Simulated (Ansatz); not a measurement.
# ClH2SeSn: the cost of one run

Program: Ansatz 0.2.0, driven from Python. Level of theory: B3LYP+D3(BJ)/def2-SVP. These are calculated values, not measurements.

## (1) The system

Bond lengths: Cl1–Sn2 2.287 Å, Sn2–Se3 2.531 Å, Sn2–H4 1.747 Å, Se3–H5 1.563 Å. Angles: Cl1–Sn2–Se3 109.1°, Cl1–Sn2–H4 111.5°, Se3–Sn2–H4 107.0°, Sn2–Se3–H5 90.9°.

clh2sesn.xyz, read by the script:

```xyz
5

Cl   -2.50670    0.95170    0.04680
Sn   -0.65650   -0.36440    0.32120
Se    1.41620    1.07940    0.16520
H    -0.53600   -1.56940   -0.93800
H     2.33290   -0.17100    0.36340
```

## (2) The code

Input file scan.py:

```python
import ansatz as az
import matplotlib.pyplot as plt
import numpy as np

system = az.Crystal.molecule_from_extxyz("clh2sesn.xyz")

symbols = [site.symbol for site in system.cartesian_sites]
start = np.array([site.position_ang for site in system.cartesian_sites])
axis = (start[4] - start[2]) / np.linalg.norm(start[4] - start[2])
moving = [4]
lengths, energies = [1.375, 1.438, 1.501, 1.563, 1.626, 1.688, 1.751, 1.844], []
for length in lengths:
    xyz = start.copy()
    xyz[moving] += (length - np.linalg.norm(start[4] - start[2])) * axis
    point = az.Crystal.molecule()
    for symbol, place in zip(symbols, xyz):
        point = point.atom(symbol, place.tolist())
    calc = (
        point.calculation()
        .basis(gaussian="def2-SVP")
        .functional("b3lyp", dispersion="d3bj")
        .spin("collinear", total=1)
    )
    summary = calc.run(threads=1).report
    energies.append(summary["free_energy_ev"])
    print(f"r = {length:6.3f} A  E = {energies[-1]:.5f} eV  <S^2> = {abs(summary['mean_field']['state']['spin_squared']):.3f}")

fit = np.polynomial.Polynomial.fit(lengths, np.array(energies) - min(energies), 4).convert()
roots = [r.real for r in fit.deriv().roots() if abs(r.imag) < 1e-9 and fit.deriv(2)(r.real) > 0]
r_e = min(roots, key=lambda r: abs(r - lengths[int(np.argmin(energies))]))
print(f"minimum of the fit at {r_e:.4f} A, force constant {fit.deriv(2)(r_e):.2f} eV/A^2")
plt.figure(figsize=(4.5, 3))
plt.plot(lengths, np.array(energies) - min(energies), "o-")
plt.xlabel("bond length (A)")
plt.ylabel("E - E(min) (eV)")
plt.tight_layout()
plt.savefig("scan.png", dpi=100)
```

## (3) The calls as engine input

The package turns the script's settings into the engine's input (first run):

```yaml
crystal:
  periodic: [false, false, false]
  atoms:
    - { symbol: Cl, position_ang: [-2.5067, 0.9517, 0.0468] }
    - { symbol: Sn, position_ang: [-0.6565, -0.3644, 0.3212] }
    - { symbol: Se, position_ang: [1.4162, 1.0794, 0.1652] }
    - { symbol: H, position_ang: [-0.536, -1.5694, -0.938] }
    - { symbol: H, position_ang: [2.2226126401001136, -0.020565490543451498, 0.3395547346654767] }
basis:
  gaussian:
    orbitals: def2-SVP
hamiltonian:
  xc: b3lyp
  dispersion: d3bj
magnetization:
  spin_polarized: true
  initial_magnetization: 1.0
```

## (4) Launch

The run is started by

```bash
$ python scan.py
```

Q: Estimate wall time and peak memory on 1 thread of Arm Neoverse V2, shared host.

About 53 s, with a peak of 0.38 GiB.
